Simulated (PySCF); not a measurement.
# C2H7NSi2: the cost of one run

Computed with PySCF 2.14.0, with density-fitted response routines of our own, on a single molecule in the gas phase. Atoms count from 0, in the outputs and in this text.

### Step 1. The molecule as given

12 atoms, charge 0, multiplicity 1; geometry from: GFN2-xTB. The atoms were then displaced at random by about 0.01 Å, so the start is not that level's minimum.

Bonds of the start (Å): N0–Si1 1.70, Si1–C2 1.85, C2–C3 1.27, C3–Si4 1.81, N0–H5 1.03, N0–H6 1.01, Si1–H7 1.45, Si1–H8 1.44, Si4–H9 1.49, Si4–H10 1.46, Si4–H11 1.46.

### Step 2. Geometry optimisation at PBE0-D3(BJ)/def2-SVP

Job settings and geometry (Å):

```
{"job": {"xc": "PBE0", "basis": "def2-SVP", "d3": "d3bj", "grid": 1, "shake": 0.01, "kind": "geom"}, "charge": 0, "multiplicity": 1}
N     -2.642530     1.058990     0.303140
Si    -1.925140    -0.430700    -0.080120
C     -0.079090    -0.401930    -0.067250
C      1.184830    -0.345850    -0.039810
Si     2.995210    -0.292780    -0.019020
H     -2.583010     1.850310    -0.358040
H     -2.580390     1.437840     1.238840
H     -2.358570    -1.350410     0.952460
H     -2.357230    -0.744130    -1.417960
H      3.428690     0.086230     1.351510
H      3.505990    -1.613710    -0.354880
H      3.450930     0.717860    -0.973770
```

On the command line:

```sh
$ OMP_NUM_THREADS=1 python probes_run.py task.json out
```

The driver reads the jobs from task.json and runs them one after another.

**Question.** How long does this first job take on 1 thread of Arm Neoverse V2, shared host, and how much memory does it need?

About 32 s, with a peak of 0.45 GiB.
